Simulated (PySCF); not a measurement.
# The bond of MoBr, level by level

One job finds the state of MoBr, follows it along the bond with each method and fits the curves.

The runs use PySCF 2.14.0; Mo def2-TZVPP with ECP28, Br def2-TZVPP, scalar-relativistic core potentials.

## (1) Set-up

Settings of the job:

| Property | Result |
| --- | --- |
| atoms | Mo, Br |
| charge | 0 |
| basis | Mo def2-TZVPP with ECP28, Br def2-TZVPP |
| Hamiltonian | scalar-relativistic core potentials |
| basis functions | 104 |
| electrons treated | 49 |
| masses in u | 97.9054, 78.9183 |
| levels | PBE0, PBE, r²SCAN, revPBE, r²SCANh, B97-3, MN15, ωB97M-V, HF, MP2, SCS-MP2 |
| grid | 80 radial by 434 angular points |
| occupations | held fixed by the projection of orbital angular momentum |
| dissociation limit | Mo + Br, each in its ground configuration |
| starting distance in angstrom | 2.410 |
| values of 2S to try | 1, 3, 5, 7, 9 |

The run is started by

```console
$ OMP_NUM_THREADS=2 python dia.py task.json out
```

Further steps of the session: The PBE0 curve of the state that the search chose; Higher solutions at PBE0; PBE (GGA); r²SCAN; revPBE (GGA); r²SCANh (hybrid meta-GGA); B97-3 (global hybrid GGA); MN15; ωB97M-V (range-separated hybrid); UHF (mean field).

Before running it: what results should come out? Wanted: for each run, Re; ωe; De; μ.

As calculated:

Lowest PBE0 solution found, without spin–orbit coupling: ⁶Σ⁺ (sextet), unpaired electrons σ ↑, π ↑↑, δ ↑↑. State 2 has its PBE0 minimum 1.33 eV higher, as a spin-mixed determinant (⟨S²⟩ = 4.76), so this is no gap between pure states. State 3 has its PBE0 minimum 1.47 eV higher. State 4 has its PBE0 minimum 1.59 eV higher, as a spin-mixed determinant (⟨S²⟩ = 4.76), so this is no gap between pure states. The other levels ran on the lowest alone.

```tsv
level	Re (Å)	ωe (cm⁻¹)	De (eV)	μ (D)
UHF	2.546	232.2	2.15	-6.70
UHF-MP2	2.417	278.6	3.35	n/a
UHF-SCS-MP2	2.437	269.4	3.38	n/a
PBE	2.425	269.5	3.49	-3.78
revPBE	2.439	262.9	3.30	-3.87
r²SCAN	2.432	270.4	3.39	-4.17
r²SCANh	2.434	270.0	3.34	-4.42
PBE0	2.433	268.1	3.35	-4.62
B97-3	2.454	259.1	3.50	-4.64
MN15	2.412	279.4	3.56	-4.69
ωB97M-V	2.451	263.9	3.40	-5.10
```

De is counted to Mo + Br in their ground configurations. A positive dipole means Mo(−)Br(+).

**Reading.** Bond lengths run from 2.412 Å (MN15) to 2.546 Å (UHF). Of the levels with a De here, UHF gives the least (2.15 eV) and MN15 the most (3.56 eV).

Correlated steps freeze 9 core orbitals. The state is the lowest single determinant that the PBE0 search found; with open d or f shells the true ground state can be another one. Spin–orbit coupling is left out.
